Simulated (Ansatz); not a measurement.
Task: a small convex hull of the Rb-Sr system, with Ansatz 0.2.0, Python API. Give the script and its output. Use (first run): LDA, PAW, cutoff 500 eV, Gaussian smearing of 0.1 eV.

Script `run_hull.py`:
```python
# -*- coding: utf-8 -*-
from collections import Counter
import warnings

import ansatz as az
import pandas as pd
from pymatgen.analysis.phase_diagram import PDEntry, PhaseDiagram
from pymatgen.core import Composition

PHASES = {
    'RbSr3 Pm-3m': (
        [(6.24739, 0.0, 0.0), (0.0, 6.24739, 0.0), (0.0, 0.0, 6.24739)],
        [
            ('Rb', (0.0, 0.0, 0.0)),
            ('Sr', (0.0, 0.5, 0.5)),
            ('Sr', (0.5, 0.0, 0.5)),
            ('Sr', (0.5, 0.5, 0.0)),
        ],
    ),
    'Rb3Sr Fm-3m': (
        [(0.0, 5.44029, 5.44029), (5.44029, 0.0, 5.44029), (5.44029, 5.44029, 0.0)],
        [
            ('Rb', (0.25, 0.25, 0.25)),
            ('Rb', (0.75, 0.75, 0.75)),
            ('Rb', (0.5, 0.5, 0.5)),
            ('Sr', (0.0, 0.0, 0.0)),
        ],
    ),
    'Rb': (
        [(-2.8025, 2.8025, 2.8025), (2.8025, -2.8025, 2.8025), (2.8025, 2.8025, -2.8025)],
        [
            ('Rb', (0.0, 0.0, 0.0)),
        ],
    ),
    'Sr': (
        [(0.0, 3.04235, 3.04235), (3.04235, 0.0, 3.04235), (3.04235, 3.04235, 0.0)],
        [
            ('Sr', (0.0, 0.0, 0.0)),
        ],
    ),
}


def build(vectors, sites):
    crystal = az.Crystal(lattice=az.Lattice.of(vectors))
    for symbol, position in sites:
        crystal = crystal.atom(symbol, position)
    return crystal


def solve(name, crystal):
    calc = (
        crystal.calculation()
        .functional(az.Functional.LDA)
        .basis(500)
        .kpoints(spacing=0.14)
        .occupations('gaussian', width=0.1)
    )
    calc = calc.relax(force_tolerance=0.03, max_steps=60, fix_cell=['shape'])
    return calc.run()


def counts(outcome):
    return Counter(site.symbol for site in outcome.lattice.sites)


def main():
    warnings.simplefilter('ignore', az.DeckWarning)

    phases = {name: build(*cell) for name, cell in PHASES.items()}

    done = {name: solve(name, crystal) for name, crystal in phases.items()}

    entries = [PDEntry(Composition(dict(counts(o))), o.report['energy_sigma0_ev'], name=name) for name, o in done.items()]
    diagram = PhaseDiagram(entries)
    rows = [(e.name, e.composition.get_atomic_fraction('Sr'), diagram.get_form_energy_per_atom(e), diagram.get_e_above_hull(e)) for e in entries]
    rows.sort(key=lambda row: row[1])
    print(pd.DataFrame(rows, columns=['phase', 'x(Sr)', 'E_form (eV/atom)', 'above hull (eV/atom)']).round(4).to_string(index=False))
    print('on the hull of these phases:', ', '.join(row[0] for row in rows if row[3] < 1e-6))


if __name__ == '__main__':
    main()
```

`python run_hull.py` gives:
```text
      phase  x(Sr)  E_form (eV/atom)  above hull (eV/atom)
         Rb   0.00            0.0000                0.0000
Rb3Sr Fm-3m   0.25            0.1303                0.1303
RbSr3 Pm-3m   0.75            0.1245                0.1245
         Sr   1.00            0.0000                0.0000
on the hull of these phases: Rb, Sr
```

Atoms and volume are relaxed with the cell's shape held, which in cells of lower than cubic symmetry can hide stresses and shift volumes. The cells come from databases of deposited and of computed structures, and not all need be stable phases. Differences under about 40 meV an atom lie within the error of mesh and functional, so such verdicts may flip; only the cells listed enter the hull. The whole script took 4.4 min on 1 thread of Arm Neoverse N1 (shared host), peak memory 0.77 GiB.
